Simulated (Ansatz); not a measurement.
# C2H7ClO2Si: a ladder of functionals and wavefunction methods

The task here is to estimate one member of a computed series from the others.

Program: Ansatz 0.2.0, Gaussian basis. Level of theory: functionals in def2-TZVPP, the program's frozen cores in correlated methods. These are calculated values, not measurements.

Plan: PBE-D4, r2SCAN-D4, PBE0-D4, B3LYP-D4, ωB97X-V, ωB97M-V, B2PLYP; CCSD(T)/def2-TZVPP; MP2/def2-QZVPP; extrapolation to the limit.

## The relaxed structure

The geometry comes from an earlier relaxation with PBE0-D4 in a triple-zeta def2 set; it is a stationary point, not always the lowest conformer.

SMILES `CO[SiH](Cl)OC`, 13 atoms, charge 0, spin multiplicity 1.

Atoms are counted from 1 here; the program's logs count them from 0.

Bond lengths: C1–O2 1.411 Å, C1–H7 1.091 Å, C1–H8 1.094 Å, C1–H9 1.096 Å, O2–Si3 1.625 Å, Si3–Cl4 2.042 Å, Si3–O5 1.617 Å, Si3–H10 1.480 Å, O5–C6 1.414 Å, C6–H11 1.095 Å, C6–H12 1.093 Å, C6–H13 1.090 Å. Angles: O2–C1–H7 108.1°, O2–C1–H8 110.9°, O2–C1–H9 111.6°, H7–C1–H8 108.9°, H7–C1–H9 108.6°, H8–C1–H9 108.8°, C1–O2–Si3 124.8°, O2–Si3–Cl4 111.0°, O2–Si3–O5 108.6°, O2–Si3–H10 110.0°, Cl4–Si3–O5 107.0°, Cl4–Si3–H10 107.5°, O5–Si3–H10 112.7°, Si3–O5–C6 124.4°, O5–C6–H11 111.4°, O5–C6–H12 111.0°, O5–C6–H13 107.8°, H11–C6–H12 108.9° and more.

The first run:

in.yaml reads:

```yaml
crystal:
  periodic: [false, false, false]
  atoms:
    - {symbol: C, position_ang: [-1.097578, 0.662899, -1.897577]}
    - {symbol: O, position_ang: [-0.354516, -0.028058, -0.916762]}
    - {symbol: Si, position_ang: [0.605713, 0.677066, 0.188271]}
    - {symbol: Cl, position_ang: [2.151780, 1.665352, -0.708523]}
    - {symbol: O, position_ang: [1.257206, -0.475877, 1.116894]}
    - {symbol: C, position_ang: [0.515052, -1.469326, 1.795498]}
    - {symbol: H, position_ang: [-1.764781, -0.050824, -2.382046]}
    - {symbol: H, position_ang: [-0.436300, 1.097593, -2.652816]}
    - {symbol: H, position_ang: [-1.702467, 1.462431, -1.455917]}
    - {symbol: H, position_ang: [-0.164173, 1.671760, 0.967924]}
    - {symbol: H, position_ang: [-0.192323, -1.024873, 2.503772]}
    - {symbol: H, position_ang: [-0.035951, -2.097567, 1.090577]}
    - {symbol: H, position_ang: [1.218328, -2.090586, 2.350707]}
basis:
  gaussian: {orbitals: def2-TZVPP}
hamiltonian: {xc: pbe, dispersion: d4}
output: {forces: true, orbitals: {seedname: orbitals}}
```

The run is started by

```bash
$ ansatz run in.yaml --threads 2 --pin off --events-out ev --progress --plain --max-ram 22528MiB --backend cuda --devices 0, --max-vram 18GiB
```

Among the steps run: PBE-D4 (GGA); r2SCAN-D4 (meta-GGA); PBE0-D4 (hybrid); B3LYP-D4 (hybrid); ωB97X-V (range-separated); ωB97M-V (range-separated); B2PLYP (double hybrid); CCSD(T) in def2-TZVPP; MP2 in def2-QZVPP.

One table of the session follows, with a row left open; its other results are not shown here.

It belongs to the step «Atomisation energies». 

| method | atomisation energy (kcal/mol) |
| --- | --- |
| PBE-D4 | 1204.6 |
| r2SCAN-D4 | 1191.3 |
| PBE0-D4 | 1184.7 |
| B3LYP-D4 | 1185.0 |
| ωB97X-V | 1192.1 |
| ωB97M-V | 1192.9 |
| B2PLYP | 1174.8 |
| HF/def2-TZVPP | 872.1 |
| MP2/def2-TZVPP | 1182.2 |
| CCSD/def2-TZVPP | 1142.4 |
| CCSD(T)/def2-TZVPP | ? |
| MP2/CBS | 1214.8 |
| CCSD(T)/CBS | 1191.5 |

Estimate the missing values for CCSD(T)/def2-TZVPP.

The run gave: atomisation energy (kcal/mol): 1158.9. In the column «atomisation energy (kcal/mol)» it lies between CCSD/def2-TZVPP (1142.4) and B2PLYP (1174.8).

Limits of these values: Free atoms (2 C, 2 O, 1 Si, 1 Cl, 7 H) were run apart at each level; the atomisation energy is their sum less the molecule, without zero-point or spin-orbit terms.
